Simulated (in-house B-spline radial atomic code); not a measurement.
# Excited states and polarisability of S¹²⁺ by several methods

An exercise on one series of results from a longer session: the logs are not shown, and one member is left open.

Method: linear response of a closed shell, each method with its own adiabatic kernel; spin-free one-electron X2C, finite nucleus; B-spline basis; no spin-orbit coupling, no double excitations; only terms of natural parity, (−1)^L, with L up to 3 are computed. Code: in-house B-spline radial atomic code version 1.

**Starting point**

| Quantity | Value |
| --- | --- |
| element | sulfur (Z = 16) |
| charge | +12 |
| configuration | [He] 2s2 |
| runs | TDHF; PBE; PBE0; LC-ωPBE; B3LYP |

The outer shells:

S¹²⁺
```
[He] core
2s [↑↓]
```

Set-up of the first run:

Input settings:

```ini
Z = 16
electrons = 4.0
configuration = [He] 2s2
hamiltonian = x2c
method = hf
box_radius = 8.48
rms_radius = 3.2611
intervals = 69
```

On the command line:

```bash
> python run_td.py task.json out
```

The settings of every run stand in task.json; they run in order.

Among the steps run: TDHF.

One table of the session follows, with a row left open; its other results are not shown here.

It belongs to the step «TDHF». 

| state | full (eV) | Tamm-Dancoff (eV) |
| --- | --- | --- |
| 2s→2p ³P | 17.092 | 20.942 |
| 2s→2p ¹P | 43.237 | 44.892 |
| 2s→3s ³S | 369.30 | 369.33 |
| 2s→3s ¹S | 374.89 | 374.92 |
| 2s→3p ³P | 380.83 | 380.84 |
| 2s→3p ¹P | 382.80 | 382.80 |
| 2s→3d ³D | 387.17 | 387.18 |
| 2s→3d ¹D | 391.80 | 391.81 |
| 2s→4s ³S | 494.62 | 494.62 |
| 2s→4s ¹S | 496.37 | 496.38 |
| 2s→4p ³P | 499.15 | 499.15 |
| 2s→4p ¹P | 499.82 | 499.83 |
| 2s→4d ³D | 501.73 | 501.73 |
| 2s→4d ¹D | ? | ? |

Q: Estimate the row for 2s→4d ¹D from the others.

The run gave: full (eV): 503.22; Tamm-Dancoff (eV): 503.22. In the column «full (eV)» it is the highest.
